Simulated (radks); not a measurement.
**The Coulomb parameter U of the 4f shell of Gd³⁺**

Aim: U as the second difference [E(n + 1) + E(n − 1) − 2E(n)]/1², with all orbitals relaxed. Bare: the atom's charge changes with n. Screened: the 5d shell takes up the change. The start is a model configuration, not necessarily the ground state.

Program: radks (a radial shooting solver on a logarithmic mesh, Libxc functionals) version 1. Level of theory: scalar-relativistic Kohn-Sham, SCAN, spin-unpolarised, spherical densities, finite nucleus. These are calculated values, not measurements, unless marked.

### 1 The system

- element: gadolinium (Z = 64)
- charge: +3
- electrons: 61
- configuration: [Xe] 4f5.5 5d1.5
- nuclear rms radius: 5.1569 fm

### 2 Start: [Xe] 4f5.5 5d1.5

Input:

```text
Z 64
configuration [Xe] 4f5.5 5d1.5
relativity scalar-relativistic
functional scan,scan
spin unpolarised
nucleus finite rms 5.1569 fm
c 137.035999084
```

### 3 Bare +1: [Xe] 4f6.5 5d1.5

Changes since step 2:

```diff
@@ -1,3 +1,3 @@
 Z 64
-configuration [Xe] 4f5.5 5d1.5
+configuration [Xe] 4f6.5 5d1.5
 relativity scalar-relativistic
```

### 4 Bare -1: [Xe] 4f4.5 5d1.5

Changes since step 3:

```diff
@@ -1,3 +1,3 @@
 Z 64
-configuration [Xe] 4f6.5 5d1.5
+configuration [Xe] 4f4.5 5d1.5
 relativity scalar-relativistic
```

### 5 Screened +1: [Xe] 4f6.5 5d0.5

Changes since step 4:

```diff
@@ -1,3 +1,3 @@
 Z 64
-configuration [Xe] 4f4.5 5d1.5
+configuration [Xe] 4f6.5 5d0.5
 relativity scalar-relativistic
```

### 6 Screened -1: [Xe] 4f4.5 5d2.5

Changes since step 5:

```diff
@@ -1,3 +1,3 @@
 Z 64
-configuration [Xe] 4f6.5 5d0.5
+configuration [Xe] 4f4.5 5d2.5
 relativity scalar-relativistic
```

Q: Predict the outcome of this session.

As calculated:

```tsv
quantity	value (eV)
U, bare	20.081
U, screened by 5d	5.874
F0(4f,4f), frozen orbitals	31.790
```

Relaxing the orbitals brings U down to 63 % of the Slater integral F0. Letting 5d compensate leaves 29 % of the bare value; this second difference measures U(4f,4f) + U(5d,5d) − 2U(4f,5d). A solid screens further than the bare atom, so the bare value is an upper guide for the U of a crystal.
